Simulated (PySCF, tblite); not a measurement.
# C₅H₇BN+: dynamics, then NMR shifts on frames, part 2 of 2

tblite 0.8.0 and PySCF 2.14.0. Atoms count from 0. The steps go on from the part before.

### Step 5. Nuclear shieldings: 625 fs, PBE0/pcSseg-1

What the job is given:

```
{"job": {"kind": "nmr", "xc": "PBE0", "basis": "pcSseg-1", "pop": false}, "charge": 1, "multiplicity": 1}
B      2.190200     0.235100    -0.828000
N      1.166200    -0.267700     0.125400
C      0.498800    -1.431500    -0.235200
C     -0.562700    -1.820400     0.517400
C     -1.184800    -1.023300     1.495000
C     -0.526600     0.199400     1.794700
C      0.638700     0.482000     1.184000
H      2.656000     1.247800    -0.322700
H      2.454400    -0.128500    -1.844300
H      0.861800    -2.106900    -1.011600
H     -0.908400    -2.825100     0.213100
H     -2.089700    -1.299900     2.088400
H     -0.784300     0.904200     2.558800
H      1.278900     1.322900     1.362700
```

Level: GIAO PBE0/pcSseg-1 NMR shielding, non-relativistic, gas phase.

The program printed:

```text
coarse grid: 11920 points
cycle   1  E = -273.6389277388  dE =  1.297e+00  |g| = 3.033e-01  |ddm| = 3.404e+00
cycle   2  E = -273.6117933385  dE =  2.713e-02  |g| = 4.660e-01  |ddm| = 7.061e-01
cycle   3  E = -273.6639057779  dE = -5.211e-02  |g| = 7.603e-02  |ddm| = 3.816e-01
cycle   4  E = -273.6649554629  dE = -1.050e-03  |g| = 4.219e-02  |ddm| = 9.248e-02
cycle   5  E = -273.6654110935  dE = -4.556e-04  |g| = 4.886e-03  |ddm| = 3.353e-02
cycle   6  E = -273.6654155780  dE = -4.485e-06  |g| = 2.488e-03  |ddm| = 5.539e-03
final grid: 115848 points
cycle   7  E = -273.7031720909  dE = -3.258e-05  |g| = 7.367e-03  |ddm| = 3.186e-02
cycle   8  E = -273.7031697352  dE =  2.356e-06  |g| = 8.048e-03  |ddm| = 1.406e-02
cycle   9  E = -273.7031860562  dE = -1.632e-05  |g| = 1.610e-03  |ddm| = 7.727e-03
cycle  10  E = -273.7031867442  dE = -6.880e-07  |g| = 3.667e-04  |ddm| = 1.580e-03
cycle  11  E = -273.7031867782  dE = -3.404e-08  |g| = 8.088e-05  |ddm| = 3.630e-04
cycle  12  E = -273.7031867794  dE = -1.222e-09  |g| = 4.755e-05  |ddm| = 9.450e-05
cycle  13  E = -273.7031867800  dE = -5.115e-10  |g| = 8.338e-06  |ddm| = 3.630e-05
converged SCF energy = -273.7031867800

GIAO shielding tensors (ppm)
atom      isotropic    diamagn.    paramagn.     s11        s22        s33       span
  0 B       33.543     195.793    -162.251    -46.309     42.737    104.199    150.508
  1 N        5.666     333.369    -327.703   -135.255    -95.779    248.032    383.287
  2 C       19.273     254.111    -234.838    -87.346      6.999    138.165    225.511
  3 C       48.798     255.823    -207.025    -56.424     24.756    178.061    234.486
  4 C       17.640     252.539    -234.900    -97.576    -33.756    184.250    281.826
  5 C       51.899     255.987    -204.088    -57.309     29.626    183.380    240.689
  6 C       22.548     253.212    -230.664    -66.489     -1.319    135.454    201.943
  7 H       24.847      29.023      -4.176     22.981     23.955     27.604      4.624
  8 H       24.472      30.057      -5.586     20.546     25.305     27.564      7.018
  9 H       21.791      29.547      -7.756     17.844     21.820     25.710      7.866
 10 H       22.891      27.365      -4.474     19.034     23.678     25.962      6.928
 11 H       21.339      26.817      -5.477     18.731     20.571     24.717      5.986
 12 H       22.981      29.080      -6.098     19.825     23.005     26.115      6.290
 13 H       22.689      31.359      -8.670     18.456     23.052     26.559      8.103
```

Run time: 13 s. Hardware: 1 thread of Arm Neoverse V1, shared host; peak memory 0.77 GiB.

This run: δ C4 169.3, C2 167.7, C6 164.4, C3 138.1, H11 10.38, H9 9.93 ppm.

### Step 6. Shielding tensors: 800 fs, PBE0/pcSseg-1

What the job is given:

```
{"job": {"kind": "nmr", "xc": "PBE0", "basis": "pcSseg-1", "pop": false}, "charge": 1, "multiplicity": 1}
B      2.706000    -0.144000    -0.325700
N      1.425700    -0.501100     0.463300
C      0.568500    -1.550600     0.238800
C     -0.646000    -1.691800     0.847300
C     -1.187000    -0.667400     1.688100
C     -0.332600     0.422600     1.839300
C      0.946300     0.460900     1.241100
H      3.362000     0.856300    -0.258000
H      3.070000    -1.105400    -0.930100
H      1.012500    -2.272300    -0.447700
H     -1.142200    -2.508700     0.475600
H     -2.084600    -0.968800     2.280200
H     -0.872800     1.206400     2.354900
H      1.587900     1.334300     1.382000
```

Level: GIAO PBE0/pcSseg-1 NMR shielding, non-relativistic, gas phase.

The program printed:

```text
coarse grid: 11920 points
cycle   1  E = -273.6239758954  dE =  1.306e+00  |g| = 3.222e-01  |ddm| = 3.386e+00
cycle   2  E = -273.5753018660  dE =  4.867e-02  |g| = 5.524e-01  |ddm| = 8.065e-01
cycle   3  E = -273.6539600357  dE = -7.866e-02  |g| = 6.640e-02  |ddm| = 4.619e-01
cycle   4  E = -273.6546734022  dE = -7.134e-04  |g| = 4.097e-02  |ddm| = 8.166e-02
cycle   5  E = -273.6550907338  dE = -4.173e-04  |g| = 5.714e-03  |ddm| = 3.398e-02
cycle   6  E = -273.6550984280  dE = -7.694e-06  |g| = 1.673e-03  |ddm| = 5.961e-03
final grid: 115848 points
cycle   7  E = -273.6930231581  dE = -3.758e-05  |g| = 6.704e-03  |ddm| = 3.339e-02
cycle   8  E = -273.6930212626  dE =  1.896e-06  |g| = 7.440e-03  |ddm| = 1.358e-02
cycle   9  E = -273.6930347298  dE = -1.347e-05  |g| = 1.805e-03  |ddm| = 7.245e-03
cycle  10  E = -273.6930355439  dE = -8.142e-07  |g| = 3.568e-04  |ddm| = 1.622e-03
cycle  11  E = -273.6930355767  dE = -3.277e-08  |g| = 7.410e-05  |ddm| = 3.831e-04
cycle  12  E = -273.6930355778  dE = -1.046e-09  |g| = 4.690e-05  |ddm| = 1.028e-04
cycle  13  E = -273.6930355783  dE = -5.825e-10  |g| = 1.013e-05  |ddm| = 4.453e-05
converged SCF energy = -273.6930355783

GIAO shielding tensors (ppm)
atom      isotropic    diamagn.    paramagn.     s11        s22        s33       span
  0 B       27.256     193.083    -165.826    -61.172     48.300     94.642    155.814
  1 N       14.738     334.854    -320.116   -123.447    -89.811    257.471    380.917
  2 C       31.198     254.260    -223.062    -61.257     10.157    144.694    205.951
  3 C       47.704     257.750    -210.046    -67.285     26.690    183.706    250.990
  4 C       14.549     255.559    -241.010   -119.690    -23.886    187.221    306.911
  5 C       47.096     254.098    -207.002    -65.199     22.480    184.007    249.206
  6 C       23.714     253.995    -230.281    -65.576     -7.064    143.782    209.358
  7 H       23.335      27.184      -3.848     20.293     23.610     26.103      5.810
  8 H       24.700      28.175      -3.475     23.030     23.982     27.089      4.060
  9 H       22.570      30.605      -8.035     17.964     23.509     26.238      8.274
 10 H       23.895      31.123      -7.228     21.027     22.807     27.852      6.825
 11 H       21.037      27.459      -6.422     18.776     19.585     24.749      5.973
 12 H       22.415      28.078      -5.662     18.926     21.694     26.626      7.700
 13 H       22.146      29.981      -7.835     17.254     23.291     25.892      8.637
```

Wall time 13 s (1 thread of Arm Neoverse V1, shared host); peak memory 0.77 GiB.

In short: δ C4 172.4, C6 163.2, C2 155.7, C5 139.8, H11 10.68, H13 9.57 ppm.

### Step 7. NMR shieldings: 1000 fs, PBE0/pcSseg-1

What the job is given:

```
{"job": {"kind": "nmr", "xc": "PBE0", "basis": "pcSseg-1", "pop": false}, "charge": 1, "multiplicity": 1}
B      2.889700    -0.104900     0.575900
N      1.396700    -0.294900     0.761900
C      0.879600    -1.611400     0.421700
C     -0.439700    -1.978900     0.789500
C     -1.271900    -0.935600     1.070000
C     -0.756300     0.299400     1.348300
C      0.584400     0.576500     1.282400
H      3.342400     0.575400     1.353900
H      3.551600    -0.698500    -0.178600
H      1.642200    -2.210900     0.005500
H     -0.943200    -2.921700     0.853400
H     -2.421100    -1.044300     1.003200
H     -1.453400     1.048100     1.801700
H      1.085700     1.456900     1.640300
```

Level: GIAO PBE0/pcSseg-1 NMR shielding, non-relativistic, gas phase.

The program printed:

```text
coarse grid: 11920 points
cycle   1  E = -273.6176324466  dE =  1.373e+00  |g| = 3.312e-01  |ddm| = 3.401e+00
cycle   2  E = -273.5584580925  dE =  5.917e-02  |g| = 5.889e-01  |ddm| = 8.209e-01
cycle   3  E = -273.6496093461  dE = -9.115e-02  |g| = 4.808e-02  |ddm| = 4.840e-01
cycle   4  E = -273.6499391875  dE = -3.298e-04  |g| = 3.344e-02  |ddm| = 6.723e-02
cycle   5  E = -273.6502054123  dE = -2.662e-04  |g| = 6.167e-03  |ddm| = 2.787e-02
cycle   6  E = -273.6502119933  dE = -6.581e-06  |g| = 3.652e-03  |ddm| = 8.290e-03
cycle   7  E = -273.6502156098  dE = -3.616e-06  |g| = 4.845e-04  |ddm| = 3.320e-03
final grid: 115848 points
cycle   8  E = -273.6875423375  dE = -3.384e-05  |g| = 6.293e-03  |ddm| = 2.920e-02
cycle   9  E = -273.6875411844  dE =  1.153e-06  |g| = 6.900e-03  |ddm| = 1.205e-02
cycle  10  E = -273.6875528608  dE = -1.168e-05  |g| = 1.280e-03  |ddm| = 6.340e-03
cycle  11  E = -273.6875532382  dE = -3.774e-07  |g| = 3.907e-04  |ddm| = 1.236e-03
cycle  12  E = -273.6875532771  dE = -3.884e-08  |g| = 8.079e-05  |ddm| = 3.798e-04
cycle  13  E = -273.6875532784  dE = -1.332e-09  |g| = 4.204e-05  |ddm| = 1.034e-04
cycle  14  E = -273.6875532788  dE = -4.641e-10  |g| = 1.094e-05  |ddm| = 4.202e-05
converged SCF energy = -273.6875532788

GIAO shielding tensors (ppm)
atom      isotropic    diamagn.    paramagn.     s11        s22        s33       span
  0 B       28.505     192.537    -164.031    -58.403     42.899    101.020    159.423
  1 N        0.727     332.244    -331.517   -147.944    -83.215    233.339    381.284
  2 C       20.714     249.161    -228.447    -69.227     -9.442    140.810    210.037
  3 C       46.340     255.748    -209.408    -63.005     16.540    185.485    248.489
  4 C       23.035     258.649    -235.614    -98.431    -10.892    178.427    276.858
  5 C       56.646     255.603    -198.957    -41.615     32.624    178.928    220.543
  6 C       35.972     250.673    -214.701    -53.880      4.727    157.069    210.949
  7 H       25.274      28.725      -3.451     22.470     25.562     27.791      5.321
  8 H       24.162      28.130      -3.967     21.351     24.197     26.938      5.588
  9 H       22.824      30.104      -7.280     18.854     22.559     27.060      8.206
 10 H       22.414      28.365      -5.951     19.332     22.006     25.903      6.571
 11 H       21.362      27.392      -6.030     17.890     21.720     24.475      6.585
 12 H       22.793      28.280      -5.487     18.702     24.085     25.592      6.890
 13 H       22.732      29.988      -7.255     18.129     24.037     26.030      7.901
```

Wall time 13 s (1 thread of Arm Neoverse V1, shared host); peak memory 0.77 GiB.

In short: δ C2 166.2, C4 163.9, C6 151.0, C3 140.6, H11 10.36, H10 9.30 ppm.

### Step 8. Side by side: NMR shifts

Shifts (ppm) of some atoms, chosen among heavy atoms and hydrogens apart, with basis size and wall time:

```csv
frame,C4,C6,C2,C5,H10,H7,N1,functions,time
250 fs,172.3,167.5,155.9,127.3,9.71,6.81,252.3,154,13 s
425 fs,171.1,160.1,155.4,142.6,9.70,7.26,257.9,154,13 s
625 fs,169.3,164.4,167.7,135.0,8.83,6.87,262.1,154,13 s
800 fs,172.4,163.2,155.7,139.8,7.82,8.38,253.0,154,13 s
1000 fs,163.9,151.0,166.2,130.3,9.30,6.44,267.0,154,13 s
```

### Step 9. What came out

The summary covers parts 1 to 2.

| quantity | value |
| --- | --- |
| thermostat | 600 K |
| mean temperature, second half | 589 K |
| mean potential energy above the minimum | 0.92 eV |
| 13C shifts against TMS (PBE0/pcSseg-1, 250 fs) | 172.3, 167.5, 155.9, 137.3, 127.3 ppm |
| 1H shifts against TMS (PBE0/pcSseg-1, 250 fs) | 9.71, 9.65, 9.31, 9.05, 8.05, 7.95, 6.81 ppm |
| 11B shifts against BF3·OEt2 (PBE0/pcSseg-1, 250 fs) | 68.8 ppm |
| 15N shifts against NH3 (PBE0/pcSseg-1, 250 fs) | 252.3 ppm |
| range of the shift of C6 | 151.0 to 167.5 ppm |

**Reading.** In the second half the potential energy averages 0.92 eV above the minimum; equipartition over 36 harmonic modes at 600 K would give 0.93 eV. With 14 atoms the temperature swings widely (312 to 862 K). Shifts at one fixed geometry are not the observed spectrum, which averages over the motion. In the first frame run (250 fs): Shielding is most anisotropic at N1 (span 379 ppm, paramagnetic term -319 ppm). NICS(1)zz of -24 ppm above the planar ring from N1 marks a diatropic (aromatic) ring current. Across the 5 runs the shift of C6 moves most, between 151.0 (1000 fs) and 167.5 ppm (250 fs).
